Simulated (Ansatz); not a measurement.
Write a Python script for the Ansatz DFT code, driven from Python that makes a few random alloy cells with their mixing energies of Zn-Tc random alloys. Use (first run): LDA, PAW, cutoff 600 eV, 11×11×11 k-points, Fermi-Dirac smearing of 0.1 eV.

`run_random_alloy.py`:
```python
# -*- coding: utf-8 -*-
"""Random Zn-Tc cells of 8 mixed sites, after relaxing cells and atoms."""

from collections import Counter
import warnings

import ansatz as az
import numpy as np


def fcc(first, a):
    return (
        az.Lattice.fcc(a)
        .space_group(225)
        .atom(first, [0, 0, 0])
        .primitive()
    )

A_FIRST, A_LAST = 3.94, 3.85


def compute(name, crystal):
    calc = crystal.calculation()
    calc = calc.functional("lda")
    calc = calc.basis(600)
    calc = calc.kpoints(spacing=0.27)
    calc = calc.occupations("fermi_dirac", width=0.1)
    calc = calc.band_table()
    calc = calc.relax(force_tolerance=0.01, cell=True)
    return calc.run(threads=1)

def relaxed_twice(name, crystal):
    # the second pass draws mesh and plane waves anew for the relaxed cell
    first = compute(name, crystal)
    again = az.Crystal(lattice=az.Lattice.of(first.lattice.cell_ang))
    for site in first.report["lattice"]["sites"]:
        again = again.atom(site["symbol"], site["position_frac"])
    return compute(name, again)


def volume_per_atom(outcome):
    return abs(np.linalg.det(outcome.lattice.cell_ang)) / len(outcome.lattice.sites)


def counts(outcome):
    return Counter(site.symbol for site in outcome.lattice.sites)

warnings.simplefilter("ignore", az.DeckWarning)

phases = {"Zn": fcc("Zn", A_FIRST), "Tc": fcc("Tc", A_LAST)}
for k in [4]:
    a = A_FIRST + (A_LAST - A_FIRST) * k / 8
    supercell = fcc("Zn", a).supercell(2).resolved()
    for seed in [10, 44]:
        drawn = supercell.site_disorder().occupy("Zn", Zn=8 - k, Tc=k).random(seed=seed)
        phases[f"Zn{8 - k}Tc{k} seed {seed}"] = drawn.crystal

done = {}
for name, crystal in phases.items():
    done[name] = relaxed_twice(name, crystal)
    print(f"{name}: {done[name].report['energy_sigma0_ev']:.4f} eV, {len(done[name].lattice.sites)} atoms")

# x is the share of the second element on the mixed sites; both end members stand on this same lattice
x = {name: counts(o)["Tc"] / (counts(o)["Zn"] + counts(o)["Tc"]) for name, o in done.items()}
first, last = min(x, key=x.get), max(x, key=x.get)
energy = {name: o.report["energy_sigma0_ev"] / len(o.lattice.sites) for name, o in done.items()}
volume = {name: volume_per_atom(o) for name, o in done.items()}
rows = []
for name in sorted(done, key=x.get):
    line = lambda table: (1 - x[name]) * table[first] + x[name] * table[last]
    rows.append((name, x[name], 1000 * (energy[name] - line(energy)), volume[name], 100 * (volume[name] / line(volume) - 1)))
print("      cell       x(Tc)  E_mix (meV/atom)  V (A^3/atom)  excess V (%)")
for row in rows:
    print(f"{str(row[0]):>10}  {row[1]:10.3f}  {row[2]:+16.1f}  {row[3]:12.3f}  {row[4]:+12.2f}")
```

```console
$ python run_random_alloy.py
Zn: -3246.2232 eV, 1 atoms
Tc: -5281.2149 eV, 1 atoms
Zn4Tc4 seed 10: -34109.7134 eV, 8 atoms
Zn4Tc4 seed 44: -34109.7156 eV, 8 atoms
      cell       x(Tc)  E_mix (meV/atom)  V (A^3/atom)  excess V (%)
        Zn       0.000              +0.0        13.550         +0.00
Zn4Tc4 seed 10       0.500              +4.9        13.328         -2.70
Zn4Tc4 seed 44       0.500              +4.6        13.326         -2.71
        Tc       1.000              +0.0        13.845         +0.00
```

Notes:
- Total energies depend on the potentials; only differences at equal settings carry meaning.
- For the metals among these phases the mesh is modest: differences between phases can be off by up to 40 meV an atom.
- Cells of eight mixed sites are far from the random limit, and both end members stand on the same lattice, which need not be their own. Differences under about 40 meV an atom lie within the error of mesh and functional.
- The cells are prototypes set up for this calculation and needn't exist.
- Wall time of the script: 23 min on 1 thread of Arm Neoverse V1, with other jobs on the host, peak memory 0.78 GiB.

(A comment or docstring line of the script was reworded after the run, the code is as it ran; lines on the test bed's own set-up are left out of the output.)
